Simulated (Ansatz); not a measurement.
This was printed by a script on Ansatz 0.2.0, Python API, for a geometry optimisation of BH₅OSi₂, SMILES [SiH3][SiH]1BO1. What did the script look like? Settings: r2SCAN, def2-SVP basis, multiplicity 1, D3BJ dispersion.

```xyz
9

Si   -0.5991    0.9133   -1.0463
Si    0.0997   -0.8563    0.0088
B     0.6471   -0.5509    1.8813
O     1.6454   -0.4900    0.7274
H    -1.8969    0.6239   -1.7750
H    -0.8943    2.0467   -0.0844
H     0.3865    1.4050   -2.0287
H     0.2744   -2.1276   -0.6876
H     0.4256   -1.0104    2.9873
```

Running `python opt_bh5osi2.py` prints:
```text
DeckWarning: the engine holds no damping parameters fitted to this dispersion correction and functional, so the run takes those fitted to r2scan beside the three-body term, which d3bj leaves out (hamiltonian.dispersion, under Limitations)
step   1  E = -18548.726031 eV  largest force component 4.3942 eV/A
step   2  E = -18549.696666 eV  largest force component 2.5844 eV/A
step   3  E = -18549.944454 eV  largest force component 1.3503 eV/A
step   4  E = -18549.988033 eV  largest force component 0.8168 eV/A
step   5  E = -18549.993329 eV  largest force component 1.6254 eV/A
step   6  E = -18550.039522 eV  largest force component 0.1855 eV/A
step   7  E = -18550.040848 eV  largest force component 0.1459 eV/A
step   8  E = -18550.042975 eV  largest force component 0.0422 eV/A
step   9  E = -18550.043065 eV  largest force component 0.0504 eV/A
step  10  E = -18550.043097 eV  largest force component 0.0151 eV/A
reference energy    -18549.991840 eV
total energy        -18550.043107 eV
occupied orbitals outside the frozen core (up, down): [23, 23]  frozen: 0  virtual: [66, 66]
pair        before    after (A)
Si0-Si1      2.1756   2.3355
Si0-H4       1.5163   1.4953
Si0-H5       1.5156   1.4935
Si0-H6       1.4759   1.4953
Si1-B2       1.9746   1.9307
Si1-O3       1.7435   1.8236
Si1-H7       1.4600   1.4940
B2-O3        1.5270   1.3281
B2-H8        1.2180   1.2018
final angle Si1-Si0-H4: 108.88 deg
final angle Si1-Si0-H5: 108.98 deg
final angle Si1-Si0-H6: 111.74 deg
final angle Si0-Si1-B2: 124.26 deg
final angle Si0-Si1-O3: 109.58 deg
final angle Si0-Si1-H7: 113.51 deg
final angle H4-Si0-H5: 109.20 deg
final angle H4-Si0-H6: 108.68 deg
final angle H5-Si0-H6: 109.31 deg
final angle B2-Si1-O3: 41.31 deg
final angle B2-Si1-H7: 120.51 deg
final angle Si1-B2-O3: 65.02 deg
final angle Si1-B2-H8: 162.18 deg
final angle O3-Si1-H7: 108.40 deg
final angle Si1-O3-B2: 73.67 deg
final angle O3-B2-H8: 132.80 deg
  atom  mulliken  lowdin
0   Si     0.177   0.219
1   Si     0.115   0.223
2    B     0.163  -0.365
3    O    -0.255   0.189
4    H    -0.052  -0.063
5    H    -0.046  -0.061
6    H    -0.042  -0.062
7    H    -0.042  -0.057
8    H    -0.017  -0.023
dipole (e A): [-0.191  -0.0316 -0.0721]
```
(Warnings from the package without file and line.)

The script that was run (others could print the same):

`opt_bh5osi2.py`:
```python
"""Geometry optimisation of BH5OSi2."""

import itertools

import ansatz
from ase.data import atomic_numbers, covalent_radii
import numpy as np
import pandas as pd

geometry_ang = [
    ("Si", (-0.5991, 0.9133, -1.0463)),
    ("Si", (0.0997, -0.8563, 0.0088)),
    ("B", (0.6471, -0.5509, 1.8813)),
    ("O", (1.6454, -0.49, 0.7274)),
    ("H", (-1.8969, 0.6239, -1.775)),
    ("H", (-0.8943, 2.0467, -0.0844)),
    ("H", (0.3865, 1.405, -2.0287)),
    ("H", (0.2744, -2.1276, -0.6876)),
    ("H", (0.4256, -1.0104, 2.9873)),
]
system = ansatz.Crystal.molecule()
for symbol, xyz in geometry_ang:
    system = system.atom(symbol, xyz)

model = system.calculation().basis(gaussian="def2-SVP").functional("r2scan", dispersion="d3bj")
symbols = [site.symbol for site in system.cartesian_sites]
start = np.array([site.position_ang for site in system.cartesian_sites], dtype=float)
def progress(event):
    if event["event"] == "relax_step":
        row = event["data"]
        print(f"step {row['step']:3d}  E = {row['lagrangian_ev']:.6f} eV  largest force component {row['allowed_force_max_ev_ang']:.4f} eV/A")


summary = model.relax(force_tolerance=0.02, max_steps=100).session().plan().execute(on_event=progress).report
end = np.array(summary["positions_ang"])

print("reference energy %16.6f eV" % summary["reference_energy_ev"])
print("total energy     %16.6f eV" % summary["free_energy_ev"])
print("occupied orbitals outside the frozen core (up, down):", summary["n_occupied"], " frozen:", summary["n_frozen"], " virtual:", summary["n_virtual"])

# pairs closer than 1.2 times the sum of covalent radii, before or after
radius = [covalent_radii[atomic_numbers[s]] for s in symbols]
span = lambda where, i, j: np.linalg.norm(where[i] - where[j])
bonded = [(i, j) for i, j in itertools.combinations(range(len(symbols)), 2) if min(span(start, i, j), span(end, i, j)) < 1.2 * (radius[i] + radius[j])]
print("pair        before    after (A)")
for i, j in bonded:
    print(f"{symbols[i]}{i}-{symbols[j]}{j}".ljust(10), f"{span(start, i, j):8.4f} {span(end, i, j):8.4f}")
for first, second in list(itertools.combinations(bonded, 2)):
    shared = set(first) & set(second)
    if shared and symbols[(j := shared.pop())] != "H":
        i, k = sorted((set(first) | set(second)) - {j})
        u, v = end[i] - end[j], end[k] - end[j]
        angle = np.degrees(np.arccos(np.clip(u @ v / np.linalg.norm(u) / np.linalg.norm(v), -1, 1)))
        print(f"final angle {symbols[i]}{i}-{symbols[j]}{j}-{symbols[k]}{k}: {angle:.2f} deg")

charges = summary["charge_distribution"]
table = pd.DataFrame({"atom": symbols, "mulliken": charges["mulliken_charges_e"], "lowdin": charges["lowdin_charges_e"]})
print(table.round(3).to_string())
print("dipole (e A):", np.round(charges["dipole_moment_e_ang"], 4) + 0.0)
```

The settings weren't tested for convergence. The end point is the stationary point reached from this start; no frequency run checks that it is a minimum, and the basis set is modest. The Löwdin charges here are taken after orthogonalising the functions within each atom; they differ from plain Löwdin charges, and their signs can be unphysical. Total less reference energy is the dispersion correction. A dispersion term here runs with damping parameters fitted for another variant or functional. Hardware and time: 46 s on 1 thread of Arm Neoverse V2, on a shared host, peak memory 0.25 GiB.
